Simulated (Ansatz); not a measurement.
# GaAs (F-43m): how the settings move a single-point run

Aim: see which settings change the result for GaAs (F-43m), by how much, and at what cost.

Method: reference: DFT PBE, scalar-relativistic, plane waves, PAW, in Ansatz 0.2.0.

### 1 The system as given

The structure is cubic, space group F-43m (No. 216). The conventional cell has a = 5.654 Å, b = 5.654 Å, c = 5.654 Å, α = 90.00°, β = 90.00°, γ = 90.00°. Around Ga (site symmetry -43m) lie 4 As at 2.45 Å. As (site symmetry -43m) has 4 Ga at 2.45 Å in its first shell of neighbours.

Structure file:

```
Ga As
1.0
     0.00000    2.82685    2.82685
     2.82685    0.00000    2.82685
     2.82685    2.82685    0.00000
Ga As
1 1
Direct
  0.00000 0.00000 0.00000
  0.75000 0.75000 0.75000
```

### 2 Baseline

input.yaml reads:

```yaml
crystal:
  lattice:
    - [0.0, 2.8268505379, 2.8268505379]
    - [2.8268505379, 0.0, 2.8268505379]
    - [2.8268505379, 2.8268505379, 0.0]
  atoms:
    - { symbol: Ga, position: [0.0, 0.0, 0.0] }
    - { symbol: As, position: [0.75, 0.75, 0.75] }
basis:
  ecutwfc: 420
  ecutrho_ratio: 4
kpoints:
  mp_grid: { grid: [8, 8, 8] }
hamiltonian:
  xc: pbe
scf:
  occupations: { method: gaussian, width: 0.05 }
output:
  forces: true
  stress: true
  eigenvalues: true
```

Command:

```bash
ansatz run input.yaml --threads 4 --pin off --max-ram 8192MiB --backend cpu --events-out ev --progress --plain --runs-dir out
```

From the output:

```text
[...]
Basis set: ecut = 420 eV, 893 PW (Γ), exchange–correlation on 54×54×54 points (8 copies of the dense FFT grid, shifted against one another)
[...]
k-points: 29 of 512 (time reversal used)
[...]
SCF iter   1: F=—  HF=-8639.835133 eV  |F-HF|=—  |Δ(HF+E_count)|=         —  Δρ=1.75e-3  dr2=2.36e-3  ethr=1.77e-3  ⟨swp⟩=5.9  Hψ=2523  notcnv=0
preconditioner: auto → none  [insulator: Δε(μ)=0.507 eV  Ē_g=15.490 eV  σ=0.050 eV  W_gap=1.00  n_scr=14 (ndim 8)  ℏωp=23.4 eV  f_vac=0.086  D(μ)=0.00/eV (n_scr^D=0)  ε∞_Penn≈3.3]
SCF iter   2: F=—  HF=-8639.834117 eV  |F-HF|=—  |Δ(HF+E_count)|=   1.02e-3  Δρ=8.70e-4  dr2=3.17e-4  ethr=8.44e-6  ⟨swp⟩=2.0  Hψ=1042  notcnv=0
[...]
SCF iter   5: F=—  HF=-8639.834051 eV  |F-HF|=—  |Δ(HF+E_count)|=   7.02e-6  Δρ=3.72e-5  dr2=6.83e-7  ethr=3.92e-8  ⟨swp⟩=2.0  Hψ=638  notcnv=0
SCF iter   6: F=-8639.834052 eV  HF=-8639.834052 eV  |F-HF|=1.96e-9  |Δ(HF+E_count)|=   5.40e-7  Δρ=4.70e-6  dr2=1.71e-8  ethr=3.57e-10  ⟨swp⟩=5.3  Hψ=2391  notcnv=0
[...]
SCF converged after 6 iterations
Free energy (F): -8639.834052 eV
[...]
E sigma→0 (E₀):  -8639.834052 eV
Fermi energy:    8.444502 eV
[...]
  P = ⅓ Tr σ = 3.2695 GPa (32.695 kbar)
[...]
```

It took 0.9 s on 4 threads of Arm Neoverse V1, shared host; peak memory 0.33 GiB.

### 3 A further run, with the input changed

input.yaml: that of step 2 with these lines changed.

```diff
@@ -14,5 +14,7 @@
 hamiltonian:
-  xc: pbe
+  xc: revpbe
 scf:
   occupations: { method: gaussian, width: 0.05 }
+  mixing: { preconditioner: local_kerker }
+  convergence: { dr2_threshold: 0.0001 }
 output:
@@ -20,2 +22 @@
   stress: true
-  eigenvalues: true
```

Command:

```bash
ansatz run input.yaml --threads 4 --pin off --max-ram 8192MiB --backend cpu --events-out ev --progress --plain --runs-dir out
```

The log of the run (excerpt; [...] marks lines left out):

```text
Warning: scf.convergence.dr2_threshold = 1e-4 eV is looser than this run's default, which is 1e-7 eV or tighter. The error in the forces grows as the threshold's square root, so leave the key out unless less accurate forces are enough
Warning: output.stress: scf.convergence.dr2_threshold = 1e-4 eV is looser than the 2e-10 eV advised for a printed stress (1e-10 eV for each atom of the cell: 2). What an SCF threshold leaves in a stress goes as its square root, and in the free energy as the threshold itself, and one [...]
Warning: RAYON_NUM_THREADS=4 ignored (pool sized by the plan → 4); use --threads N
[...]
Pseudopotentials: kind: paw
Pseudopotential: Ga, paw, valence charge 13, recommended cutoff 420 eV (normal), Ga.paw.azcp
Pseudopotential: As, paw, valence charge 15, recommended cutoff 420 eV (normal), As.paw.azcp
Functional definition: revPBE
[...]
Crystal: 2 atoms, lattice volume = 45.179 Å³
Basis set: ecut = 420 eV, 893 PW (Γ), exchange–correlation on 54×54×54 points (8 copies of the dense FFT grid, shifted against one another)
Bands: 18, of which v1, the nominal top of the filled ones, is band 14 counted from 1 (13 counted from 0)
Symmetry: 24 space group operations
Space group: F-43m (ITA 216), of the structure as read, at distance tolerance 3.6e-5 Å
k-points: 29 of 512 (time reversal used)
[...]
SCF iter   1: F=—  HF=-8647.983696 eV  |F-HF|=—  |Δ(HF+E_count)|=         —  Δρ=2.42e-3  dr2=1.87e-3  ethr=1.77e-3  ⟨swp⟩=6.0  Hψ=2530  notcnv=0
[...]
SCF iter   6: F=-8647.982462 eV  HF=-8647.982462 eV  |F-HF|=9.34e-8  |Δ(HF+E_count)|=   3.12e-7  Δρ=2.45e-5  dr2=1.54e-7  ethr=5.91e-9  ⟨swp⟩=1.6  Hψ=1569  notcnv=0
[...]
SCF converged after 6 iterations
Free energy (F): -8647.982462 eV
[...]
E sigma→0 (E₀):  -8647.982462 eV
Fermi energy:    8.568118 eV
[...]
--- Forces (eV/Å), atoms counted from 1 ---
  atom   1  Ga    -0.00000000     0.00000000     0.00000000
  atom   2  As     0.00000000    -0.00000000     0.00000000
[...]
--- Stress (GPa, compression-positive) ---
        4.692214       0.000000      -0.000000
        0.000000       4.692214       0.000000
        0.000000       0.000000       4.692214
  P = ⅓ Tr σ = 4.6922 GPa (46.922 kbar)
```

Wall time 0.84 s (4 threads of Arm Neoverse V1, shared host); peak memory 0.33 GiB.

### 4 Can this result be trusted?

The program finished normally, with warnings (force scf threshold loose, stress scf threshold loose). Its log warns: «scf.convergence.dr2_threshold = 1e-4 eV is looser than this run's default, which is 1e-7 eV or tighter. The error in the forces grows as the threshold's square root ...»

The threshold asked is loose, but the program put off the close and ended at dr2 = 1.5e-7, so little accuracy was lost here.

To undo it: delete scf.convergence.dr2_threshold (the default then holds).

Total energies don't compare across a change of functional; the pressure goes from 3.3 to 4.7 GPa and the gap on the mesh goes from 0.52 to 0.61 eV. At this fixed cell a higher pressure means that this functional prefers a larger volume than the reference.

### 5 Changed: ecutwfc 36.7 Ry

input.yaml: that of step 2 with these lines changed.

```diff
@@ -9,3 +9,3 @@
 basis:
-  ecutwfc: 420
+  ecutwfc: "36.7 Ry"
   ecutrho_ratio: 4
@@ -20,2 +20,5 @@
   stress: true
-  eigenvalues: true
+  write_density: true
+  write_potential: true
+  elf: true
+  volumetric_format: npy
```

Command:

```bash
ansatz run input.yaml --threads 4 --pin off --max-ram 8192MiB --backend cpu --events-out ev --progress --plain --runs-dir out
```

The log of the run (excerpt; [...] marks lines left out):

```text
Warning: RAYON_NUM_THREADS=4 ignored (pool sized by the plan → 4); use --threads N
[...]
[... 3 set-up lines as earlier in the session ...]
Functional definition: PBE
[...]
Crystal: 2 atoms, lattice volume = 45.179 Å³
Basis set: ecut = 499.3289376138798 eV, 1139 PW (Γ), exchange–correlation on 60×60×60 points (8 copies of the dense FFT grid, shifted against one another)
Bands: 18, of which v1, the nominal top of the filled ones, is band 14 counted from 1 (13 counted from 0)
[... 2 set-up lines as earlier in the session ...]
k-points: 29 of 512 (time reversal used)
[...]
SCF iter   1: F=—  HF=-8639.837082 eV  |F-HF|=—  |Δ(HF+E_count)|=         —  Δρ=1.81e-3  dr2=2.40e-3  ethr=1.77e-3  ⟨swp⟩=5.8  Hψ=2556  notcnv=0
[...]
SCF iter   6: F=-8639.835964 eV  HF=-8639.835964 eV  |F-HF|=1.78e-9  |Δ(HF+E_count)|=   4.48e-7  Δρ=3.49e-6  dr2=4.43e-9  ethr=3.57e-10  ⟨swp⟩=9.0  Hψ=3634  notcnv=0
[...]
SCF converged after 6 iterations
Free energy (F): -8639.835964 eV
[...]
E sigma→0 (E₀):  -8639.835964 eV
Fermi energy:    8.444203 eV
[...]
--- Forces (eV/Å), atoms counted from 1 ---
  atom   1  Ga    -0.00000000     0.00000000     0.00000000
  atom   2  As     0.00000000     0.00000000    -0.00000000
[...]
--- Stress (GPa, compression-positive) ---
        3.271269       0.000000      -0.000000
        0.000000       3.271269       0.000000
       -0.000000       0.000000       3.271269
  P = ⅓ Tr σ = 3.2713 GPa (32.713 kbar)
--- Band table (eV; the first three rows and the last of 29) ---
  k-point 0: bands = ["-26.9539", "-26.9539", "-26.9539", "-26.9442", "-26.9442", "-6.6023", "-6.6023", "-6.6023", "-6.5234", "-6.5234", "-4.5437", "8.1836", "8.1836", "8.1836", "8.6996", "11.9229", "11.9229", "11.9229"]
[...]
```

Run time: 1.2 s. Hardware: 4 threads of Arm Neoverse V1, shared host; peak memory 0.37 GiB.

Changing the cutoff moves the energy by -1.0 meV/atom. More plane waves (499.329 against 420 eV) lower the energy, so the reference carries at least that much basis error.

### 6 Changed: preconditioner resta

input.yaml: that of step 2 with these lines changed.

```diff
@@ -17,2 +17,3 @@
   occupations: { method: gaussian, width: 0.05 }
+  mixing: { preconditioner: resta }
 output:
@@ -20,2 +21,5 @@
   stress: true
-  eigenvalues: true
+  write_density: true
+  write_potential: true
+  elf: true
+  volumetric_format: npy
```

Command:

```bash
ansatz run input.yaml --threads 4 --pin off --max-ram 8192MiB --backend cpu --events-out ev --progress --plain --runs-dir out
```

The log of the run (excerpt; [...] marks lines left out):

```text
Warning: RAYON_NUM_THREADS=4 ignored (pool sized by the plan → 4); use --threads N
[...]
[... 4 set-up lines as earlier in the session ...]
[...]
Crystal: 2 atoms, lattice volume = 45.179 Å³
Basis set: ecut = 420 eV, 893 PW (Γ), exchange–correlation on 54×54×54 points (8 copies of the dense FFT grid, shifted against one another)
Bands: 18, of which v1, the nominal top of the filled ones, is band 14 counted from 1 (13 counted from 0)
[... 2 set-up lines as earlier in the session ...]
k-points: 29 of 512 (time reversal used)
[...]
SCF iter   1: F=—  HF=-8639.835133 eV  |F-HF|=—  |Δ(HF+E_count)|=         —  Δρ=1.75e-3  dr2=2.36e-3  ethr=1.77e-3  ⟨swp⟩=5.9  Hψ=2523  notcnv=0
[...]
SCF iter   6: F=-8639.834052 eV  HF=-8639.834052 eV  |F-HF|=3.92e-8  |Δ(HF+E_count)|=   1.59e-6  Δρ=1.11e-5  dr2=4.11e-8  ethr=3.57e-10  ⟨swp⟩=6.1  Hψ=3308  notcnv=0
[...]
SCF converged after 6 iterations
Free energy (F): -8639.834052 eV
[...]
E sigma→0 (E₀):  -8639.834052 eV
Fermi energy:    8.444542 eV
[...]
--- Forces (eV/Å), atoms counted from 1 ---
  atom   1  Ga    -0.00000000     0.00000000     0.00000000
  atom   2  As     0.00000000     0.00000000     0.00000000
[...]
--- Stress (GPa, compression-positive) ---
        3.269169      -0.000000      -0.000000
       -0.000000       3.269169       0.000000
       -0.000000       0.000000       3.269169
  P = ⅓ Tr σ = 3.2692 GPa (32.692 kbar)
--- Band table (eV; the first three rows and the last of 29) ---
  k-point 0: bands = ["-26.9502", "-26.9502", "-26.9502", "-26.9404", "-26.9404", "-6.5986", "-6.5986", "-6.5986", "-6.5197", "-6.5197", "-4.5434", "8.1841", "8.1841", "8.1841", "8.6997", "11.9233", "11.9233", "11.9233"]
[...]
```

It took 1.1 s on 4 threads of Arm Neoverse V1, shared host; peak memory 0.34 GiB.

Energy and cycle count are those of the reference, so the change (mixing) left the result and the number of cycles as they were.

### 7 Comparison

```csv
run,ending,energy change,pressure (GPa),gap (eV),force (eV/Å),cycles,time
reference,converged,0,3.3,0.52,0.00,6,0.9 s
"1: xc revpbe, preconditioner local_kerker, dr2_threshold 0.0001",converged,not comparable,4.7,0.61,0.00,6,0.84 s
2: ecutwfc 36.7 Ry,converged,-1.0 meV/atom,3.3,0.52,0.00,6,1.2 s
3: preconditioner resta,converged,0.0 meV/atom,3.3,0.52,0.00,6,1.1 s
```

Times don't compare one to one where runs were asked for different outputs or read a saved state (see the inputs); cycles may leave out searches for a lower state.

Residual by cycle in the longest SCF loop of each run; runs are numbered as in the table. The quantity is the density residual dr2, in eV.

```csv
cycle,reference,run 1,run 2,run 3
1,0.00236,0.00187,0.0024,0.00236
2,3.2e-4,5.4e-4,2.5e-4,6.1e-4
3,3.9e-5,2.3e-4,4.2e-5,1.5e-4
4,1.1e-5,2.0e-5,8.0e-6,1.9e-5
5,6.8e-7,1.7e-6,3.0e-7,1.3e-6
6,1.7e-8,1.5e-7,4.4e-9,4.1e-8
```

Of the converged runs whose energies compare with the reference's, «ecutwfc 36.7 Ry» moves the energy most (-1.0 meV/atom) and «preconditioner resta» least (0.0 meV/atom).

The gaps are Kohn-Sham values of a semilocal functional, not quasiparticle or optical gaps. Such gaps usually fall short of the measured ones.
